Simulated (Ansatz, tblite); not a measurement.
# The cluster Na2Pb3+: one state, many levels

Aim: run the doublet of the cluster Na2Pb3+ at one geometry on many levels, and compare frontier levels, spin and run time.

Program: Ansatz 0.2.0, Gaussian basis. Level of theory: as each input shows. These are calculated values, not measurements.

The runs, in order: GFN1-xTB, GFN2-xTB, PBE-D4/def2-TZVP, r2SCAN-D4/def2-TZVP, r2SCAN0-D4/def2-TZVP, BLYP-D4/def2-TZVP, CAM-B3LYP-D4/def2-TZVP, PBE-D4/def2-SVP, PBE0-D4/def2-SVP, CCSD(T)/def2-SVP, MP2/def2-TZVP.

5 further runs of the same task are left out: 5 set aside as unsound or not needed. Runs told in other sessions of the task aren't counted.

**1. The relaxed structure**

The doublet was relaxed beforehand with PBE0-D4/def2-SVP. At that level it is the lowest of the isomers that a small search found.

5 atoms, charge 1, spin multiplicity 2.

Bond lengths: Na1–Pb4 3.433 Å, Na1–Pb5 3.195 Å, Na2–Pb3 3.519 Å, Na2–Pb4 3.626 Å, Na2–Pb5 3.379 Å, Pb3–Pb4 3.136 Å, Pb3–Pb5 2.950 Å, Pb4–Pb5 3.058 Å. Angles: Pb4–Na1–Pb5 54.8°, Pb3–Na2–Pb4 52.1°, Pb3–Na2–Pb5 50.6°, Pb4–Na2–Pb5 51.6°, Na2–Pb3–Pb4 65.7°, Na2–Pb3–Pb5 62.3°, Pb4–Pb3–Pb5 60.2°, Na1–Pb4–Na2 90.7°, Na1–Pb4–Pb3 115.2°, Na1–Pb4–Pb5 58.6°, Na2–Pb4–Pb3 62.2°, Na2–Pb4–Pb5 60.0°, Pb3–Pb4–Pb5 56.9°, Na1–Pb5–Na2 99.6°, Na1–Pb5–Pb3 129.1°, Na1–Pb5–Pb4 66.6°, Na2–Pb5–Pb3 67.2°, Na2–Pb5–Pb4 68.4° and more.

Pb takes a core potential in the def2 sets. No spin-orbit coupling is included. The ion is computed in the gas phase, without counter-ions or solvent.

PBE0-D4/def2-TZVP was run before; its log isn't repeated, and its numbers join the tables.

**2. GFN1-xTB**

Tight binding, by tblite at 300 K electronic temperature and without a spin-polarisation term:

```python
tblite.interface.Calculator('GFN1-xTB', numbers, positions, charge=1, uhf=1).singlepoint()
```

Energy -137.9542 eV; 0.002 s.

**3. GFN2-xTB**

Tight binding, by tblite at 300 K electronic temperature and without a spin-polarisation term:

```python
tblite.interface.Calculator('GFN2-xTB', numbers, positions, charge=1, uhf=1).singlepoint()
```

Energy -192.0177 eV; 0.002 s.

**4. PBE-D4/def2-TZVP**

start.molden holds the orbitals of an earlier run on this state, given as this run's starting guess.

in.yaml

```yaml
crystal:
  periodic: [false, false, false]
  atoms:
    - {symbol: Na, position_ang: [2.693938, -1.488371, -0.645492]}
    - {symbol: Na, position_ang: [-1.562333, 0.878825, -1.872838]}
    - {symbol: Pb, position_ang: [-1.625784, 1.145739, 1.635116]}
    - {symbol: Pb, position_ang: [-0.515040, -1.587190, 0.570277]}
    - {symbol: Pb, position_ang: [1.009229, 1.050998, 0.312937]}
basis:
  gaussian: {orbitals: def2-TZVP, initial_orbitals: start.molden}
total_charge: 1
magnetization: {spin_polarized: true, initial_magnetization: 1}
hamiltonian: {xc: pbe, dispersion: d4}
scf: {omitted_lower_state_checks: [starts]}
output: {forces: true, orbitals: {seedname: orbitals}}
```

Command:

```console
ansatz run in.yaml --threads 4 --pin off --events-out ev --progress --plain --max-ram 4787MiB
```

After this run come: r2SCAN-D4/def2-TZVP; r2SCAN0-D4/def2-TZVP; BLYP-D4/def2-TZVP; CAM-B3LYP-D4/def2-TZVP; PBE-D4/def2-SVP; PBE0-D4/def2-SVP; CCSD(T)/def2-SVP; MP2/def2-TZVP.

Before running them: what should the planned runs give, taken together? Wanted: gap in def2-TZVP, named functionals, smallest and largest; correlation energy, CCSD(T)/def2-SVP; correlation energy, MP2/def2-TZVP; ⟨S²⟩ in def2-TZVP, named functionals, smallest and largest; PBE0 total energy, smallest basis above largest.

The runs gave:

| quantity | value |
| --- | --- |
| gap in def2-TZVP, named functionals, smallest and largest | 0.38 eV (BLYP-D4), 3.52 eV (CAM-B3LYP-D4) |
| correlation energy, CCSD(T)/def2-SVP | -9.18 eV |
| correlation energy, MP2/def2-TZVP | -41.91 eV |
| ⟨S²⟩ in def2-TZVP, named functionals, smallest and largest | 0.754, 0.796 |
| PBE0 total energy, smallest basis above largest | 3.66 eV (def2-SVP, def2-TZVP) |

In words: Over the named functionals in def2-TZVP the gap runs from 0.38 eV (BLYP-D4) to 3.52 eV (CAM-B3LYP-D4); exact exchange widens it. Over the named functionals in def2-TZVP spin contamination reaches 0.05 (r2SCAN0-D4), which is small. Notes on CCSD(T)/def2-SVP: spin contamination.
